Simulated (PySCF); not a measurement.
# ClF2HSi: the cost of one run

Programs: PySCF 2.14.0. All values are calculated, for the isolated system unless a continuum is named. Atoms count from 0, parts from 1.

### Step 1. The system as given

5 atoms, charge 0, multiplicity 1; geometry: GFN2-xTB. Parts: 1 = atoms 0–2, `F[Si]F`, charge 0; 2 = atoms 3–4, `Cl`, charge 0.

### Step 2. Geometry optimisation at PBE0-D3(BJ)/def2-TZVPD

What the job is given:

```
{"job": {"xc": "PBE0", "basis": "def2-TZVPD", "d3": "d3bj", "grid": 3, "kind": "geom", "shake": 0.01}, "charge": 0, "multiplicity": 1, "parts": [{"atoms": "0-2", "charge": 0, "multiplicity": 1}, {"atoms": "3-4", "charge": 0, "multiplicity": 1}]}
F      0.989606     0.713205     0.286023
Si    -0.611440     0.449304     0.081999
F     -0.349057    -1.123562    -0.225312
Cl     1.612804    -3.310887    -1.847130
H      0.918296    -2.510298    -1.120742
```

The run is started by

```bash
> OMP_NUM_THREADS=1 python cluster_run.py task.json out
```

The driver reads the jobs from task.json and runs them one after another.

**Question.** How long does this first job take on 1 thread of Arm Neoverse V2, shared host, and how much memory does it need?

About 31 s, with a peak of 0.64 GiB.
